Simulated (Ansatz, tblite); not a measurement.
# SiF4: rung by rung

Aim: run the singlet of SiF4 at one geometry on many levels, and compare frontier levels, spin and run time.

Computed with Ansatz 0.2.0, Gaussian basis. Level: as each input shows.

Plan: GFN1-xTB, GFN2-xTB, PBE-D4/def2-TZVP, r2SCAN-D4/def2-TZVP, r2SCANh-D4/def2-TZVP, ωB97X-V/def2-TZVP, B2PLYP/def2-TZVP, LDA/def2-TZVP, HSE06-D4/def2-TZVP, B3LYP-D4/def2-TZVP, HF/def2-TZVP, PBE-D4/def2-SVP, PBE0-D4/def2-SVP, HF/6-31G, B3LYP-D4/6-31G, PBE0-D4/def2-TZVPD, PBE-D4/def2-TZVPD, r2SCAN-D4/def2-TZVPD, CCSD(T)/def2-TZVPP, MP2/def2-TZVP, RPA/def2-TZVP.

## Step 1: The relaxed structure

The singlet was relaxed beforehand with PBE-D4/def2-SVP.

5 atoms, charge 0, spin multiplicity 1.

Bond lengths: Si1–F2 1.603 Å, Si1–F3 1.603 Å, Si1–F4 1.603 Å, Si1–F5 1.603 Å. Angles: F2–Si1–F3 109.5°, F2–Si1–F4 109.5°, F2–Si1–F5 109.5°, F3–Si1–F4 109.5°, F3–Si1–F5 109.5°, F4–Si1–F5 109.5°.

PBE0-D4/def2-TZVP was run before; its log isn't repeated, and its numbers join the tables.

## Step 2: GFN1-xTB

Tight binding, by tblite at 300 K electronic temperature and without a spin-polarisation term:

```python
tblite.interface.Calculator('GFN1-xTB', numbers, positions, charge=0, uhf=0).singlepoint()
```

Energy -617.5906 eV, HOMO -15.06 eV, LUMO -5.05 eV; 0.004 s.

## Step 3: GFN2-xTB

Tight binding, by tblite at 300 K electronic temperature and without a spin-polarisation term:

```python
tblite.interface.Calculator('GFN2-xTB', numbers, positions, charge=0, uhf=0).singlepoint()
```

Energy -568.5595 eV, HOMO -15.18 eV, LUMO -4.60 eV; 0.003 s.

## Step 4: PBE-D4/def2-TZVP

start.molden holds the orbitals of an earlier run on this state, given as this run's starting guess.

Contents of in.yaml:

```yaml
crystal:
  periodic: [false, false, false]
  atoms:
    - {symbol: Si, position_ang: [0.000021, -0.000009, 0.000008]}
    - {symbol: F, position_ang: [0.010576, -0.017921, 1.602601]}
    - {symbol: F, position_ang: [1.507535, 0.010469, -0.544076]}
    - {symbol: F, position_ang: [-0.762824, 1.312228, -0.514633]}
    - {symbol: F, position_ang: [-0.755298, -1.304767, -0.543909]}
basis:
  gaussian: {orbitals: def2-TZVP, initial_orbitals: start.molden}
hamiltonian: {xc: pbe, dispersion: d4}
scf: {omitted_lower_state_checks: [starts]}
output: {orbitals: {seedname: orbitals}}
```

Launch:

```bash
$ ansatz run in.yaml --threads 4 --pin off --events-out ev --progress --plain --max-ram 3916MiB
```

The runs that follow: r2SCAN-D4/def2-TZVP; r2SCANh-D4/def2-TZVP; ωB97X-V/def2-TZVP; B2PLYP/def2-TZVP; LDA/def2-TZVP; HSE06-D4/def2-TZVP; B3LYP-D4/def2-TZVP; HF/def2-TZVP; PBE-D4/def2-SVP; PBE0-D4/def2-SVP; HF/6-31G; B3LYP-D4/6-31G; PBE0-D4/def2-TZVPD; PBE-D4/def2-TZVPD; r2SCAN-D4/def2-TZVPD; CCSD(T)/def2-TZVPP; MP2/def2-TZVP; RPA/def2-TZVP.

Q: Predict the results of all the runs planned. Wanted: gap in def2-TZVP, named functionals and Hartree-Fock, smallest and largest; correlation energy, CCSD(T)/def2-TZVPP; correlation energy, MP2/def2-TZVP; binding an atom, CCSD(T)/def2-TZVPP; PBE0 total energy, smallest basis above largest.

The runs gave:

| quantity | value |
| --- | --- |
| gap in def2-TZVP, named functionals and Hartree-Fock, smallest and largest | 9.38 eV (LDA), 22.12 eV (HF) |
| correlation energy, CCSD(T)/def2-TZVPP | -31.00 eV |
| correlation energy, MP2/def2-TZVP | -30.14 eV |
| binding an atom, CCSD(T)/def2-TZVPP | 4.793 eV |
| PBE0 total energy, smallest basis above largest | 17.19 eV (def2-SVP, def2-TZVPD) |

What this shows: Orbital gaps of the named functionals and Hartree-Fock in def2-TZVP span 9.38 eV (LDA) to 22.12 eV (HF); exact exchange widens it. A small miss in a minimal or small basis is a cancelling of errors, not accuracy. The functionals in def2-TZVP miss CCSD(T)/def2-TZVPP by -0.004 (PBE0-D4) to +0.850 eV (LDA) an atom. CCSD(T)/def2-TZVPP isn't at the basis-set limit; small misses against it rank nothing.
